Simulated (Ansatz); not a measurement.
# Cadmium, dhcp under RPBE: structure, energy and stiffness

What does RPBE give for cadmium in the dhcp structure? We relax it, solve it on a dense k-mesh, then scale the cell to 7 volumes from 88 to 112 % of the relaxed one and try a fit of the equation of state. Spin polarisation is left out. The k-meshes are 12×12×3 for the relaxation; 15×15×4 for the dense run; 13×13×4 for the volumes.

Method: DFT RPBE, plane waves (420 eV) with PAW, scalar-relativistic; PBE-made PAW files, in Ansatz 0.2.0.

## Step 1: The system as given

Symmetry: P6_3/mmc, No. 194, hexagonal system. Conventional cell: a = 3.125 Å, b = 3.125 Å, c = 10.207 Å, α = 90.00°, β = 90.00°, γ = 120.00°. Cd (site symmetry -3m) is surrounded by 12 Cd at 3.13 Å. Cd (site symmetry -6m2) is surrounded by 12 Cd at 3.13 Å.

Structure file:

```cif
data_structure
_symmetry_space_group_name_H-M 'P6_3/mmc'
_symmetry_Int_Tables_number 194
_cell_length_a 3.1253
_cell_length_b 3.1253
_cell_length_c 10.2072
_cell_angle_alpha 90.000
_cell_angle_beta 90.000
_cell_angle_gamma 120.000
_cell_volume 86.34
loop_
_atom_site_label
_atom_site_type_symbol
_atom_site_symmetry_multiplicity
_atom_site_Wyckoff_symbol
_atom_site_fract_x
_atom_site_fract_y
_atom_site_fract_z
_atom_site_occupancy
Cd1 Cd 2 a 0.00000 0.00000 0.00000 1
Cd2 Cd 2 c 0.33333 0.66667 0.25000 1
```

## Step 2: Relaxation of the cell

The input, input.yaml:

```yaml
crystal:
  lattice:
    - [3.1252932589, 0.0, 0.0]
    - [-1.5626466294, 2.7065833565, 0.0]
    - [0.0, 0.0, 10.2072077835]
  atoms:
    - { symbol: Cd, position: [0.0, 0.0, 0.0] }
    - { symbol: Cd, position: [0.0, 0.0, 0.5] }
    - { symbol: Cd, position: [0.3333333333, 0.6666666667, 0.25] }
    - { symbol: Cd, position: [0.6666666667, 0.3333333333, 0.75] }
hamiltonian:
  xc: rpbe
  pseudopotentials:
    kind: paw
    azcp:
      Cd: "pseudopotentials/Cd.paw.azcp"
basis:
  ecutwfc: 420
  fft_grid_basis: typed
kpoints:
  mp_grid: { grid: [12, 12, 3], shift: [0, 0, 0] }
magnetization:
  spin_polarized: false
scf:
  occupations: { method: fermi_dirac, width: 0.1 }
relax:
  max_steps: 60
  f_tol: 0.01
  cell: {}
output:
  write_density: true
  write_potential: true
  elf: true
  volumetric_format: npy
```

The run is started by

```bash
ansatz run input.yaml --threads 2 --pin off --max-ram 5120MiB --backend cpu --events-out ev --progress --plain --runs-dir out
```

After this run come: The energy on a finer k-mesh; Volume × 0.88; Volume × 0.92; Volume × 0.96; Volume × 1.0; Volume × 1.04; Volume × 1.08; Volume × 1.12.

What does the calculation give? Wanted: space group; conventional cell; volume; shortest distance; gap on the mesh; relative to hcp; V₀, B₀, B₀′.

As calculated:

| quantity | value |
| --- | --- |
| space group (spins left aside) | P6_3/mmc (No. 194) |
| conventional cell | a = 3.250 Å, c = 10.649 Å (c/a = 3.277) |
| volume | 24.354 Å³/atom |
| shortest distance | 3.250 Å |
| gap on the mesh | none (levels filled in part) |
| relative to hcp | +9 meV/atom |
| V₀, B₀, B₀′ | 24.323 Å³/atom, 31 GPa, 6.5 |

What this shows: The relaxation enlarged the cell by 12.8 % in volume. It lies 9 meV/atom above the element's reference form at the same level (hcp, from a run of its own). No gap shows: it is a metal or semimetal at this level. B₀ comes out at 31 GPa; letting shape and positions relax at each volume could only lower it. The symmetry was held, so the structure may be unstable against distortions that break it.
